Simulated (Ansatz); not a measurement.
**CH4BrFGe: a ladder of functionals and wavefunction methods**

The task here is to estimate one member of a computed series from the others.

Program: Ansatz 0.2.0, Gaussian basis. Level of theory: functionals in def2-TZVPP, the program's frozen cores in correlated methods. These are calculated values, not measurements.

Levels to be run: LDA (SPW92), PBE-D4, revPBE-D4, BLYP-D4, r2SCAN-D4, B97M-V, PBE0-D4, B3LYP-D4, r2SCANh-D4, r2SCAN0-D4, HSE06-D4, BHLYP-D4, CAM-B3LYP-D4, LC-ωPBE, ωB97X-V, ωB97M-V, B2PLYP, PBE-QIDH; CCSD(T)/def2-SVP; CCSD(T)/def2-TZVPP; MP2/def2-QZVPP; extrapolation to the limit; RPA on PBE.

**The relaxed structure**

The geometry comes from an earlier relaxation with PBE0-D4 in a triple-zeta def2 set; it is a stationary point, not always the lowest conformer.

SMILES `[CH3][GeH]([F])[Br]`, 8 atoms, charge 0, spin multiplicity 1.

Atoms are counted from 1 here; the program's logs count them from 0.

Bond lengths: C1–Ge2 1.928 Å, C1–H5 1.090 Å, C1–H6 1.090 Å, C1–H7 1.091 Å, Ge2–F3 1.736 Å, Ge2–Br4 2.298 Å, Ge2–H8 1.532 Å. Angles: Ge2–C1–H5 109.9°, Ge2–C1–H6 109.1°, Ge2–C1–H7 109.5°, H5–C1–H6 109.3°, H5–C1–H7 109.5°, H6–C1–H7 109.5°, C1–Ge2–F3 107.4°, C1–Ge2–Br4 110.2°, C1–Ge2–H8 118.1°, F3–Ge2–Br4 105.9°, F3–Ge2–H8 106.1°, Br4–Ge2–H8 108.3°.

Set-up of the first run:

Input file in.yaml:

```yaml
crystal:
  periodic: [false, false, false]
  atoms:
    - {symbol: C, position_ang: [-0.256045, 1.027943, 0.186641]}
    - {symbol: Ge, position_ang: [0.350209, -0.747887, -0.256469]}
    - {symbol: F, position_ang: [1.380086, -1.282622, 1.035338]}
    - {symbol: Br, position_ang: [-1.423982, -2.207138, -0.293951]}
    - {symbol: H, position_ang: [-0.941145, 1.389168, -0.580729]}
    - {symbol: H, position_ang: [-0.772364, 0.999656, 1.145913]}
    - {symbol: H, position_ang: [0.601270, 1.699099, 0.254957]}
    - {symbol: H, position_ang: [1.153970, -0.935220, -1.547499]}
basis:
  gaussian: {orbitals: def2-TZVPP}
hamiltonian: {xc: lda}
output: {orbitals: {seedname: orbitals}}
```

Among the steps run: LDA; PBE-D4 (GGA); revPBE-D4 (GGA); BLYP-D4 (GGA); r2SCAN-D4 (meta-GGA); B97M-V (meta-GGA); PBE0-D4 (hybrid); B3LYP-D4 (hybrid); r2SCANh-D4 (hybrid); r2SCAN0-D4 (hybrid); HSE06-D4 (hybrid); BHLYP-D4 (hybrid); CAM-B3LYP-D4 (range-separated); LC-ωPBE-D4 (range-separated; the results give it without D4); ωB97X-V (range-separated); ωB97M-V (range-separated); B2PLYP (double hybrid); PBE-QIDH (double hybrid).

One of the session's tables, all rows but one given; the rest of the session is left out.

It belongs to the step «Orbital energies across the functionals». 

| functional | HOMO (eV) | gap (eV) |
| --- | --- | --- |
| LDA (SPW92) | -7.27 | 5.76 |
| PBE-D4 | -7.13 | 5.90 |
| revPBE-D4 | -7.07 | 5.96 |
| BLYP-D4 | -6.96 | 5.78 |
| r2SCAN-D4 | -7.46 | 6.55 |
| B97M-V | -7.55 | 6.68 |
| PBE0-D4 | -8.42 | 8.16 |
| B3LYP-D4 | -8.16 | 7.58 |
| r2SCANh-D4 | -7.94 | 7.36 |
| r2SCAN0-D4 | -8.64 | 8.56 |
| HSE06-D4 | -8.02 | 7.39 |
| BHLYP-D4 | -9.57 | 10.27 |
| CAM-B3LYP-D4 | -9.75 | 10.48 |
| LC-ωPBE | ? | ? |
| ωB97X-V | -10.78 | 12.67 |
| ωB97M-V | -10.63 | 12.31 |

**Question.** Estimate the row for LC-ωPBE.

As computed: HOMO (eV): -11.14; gap (eV): 13.13. In the column «HOMO (eV)» it is the lowest.
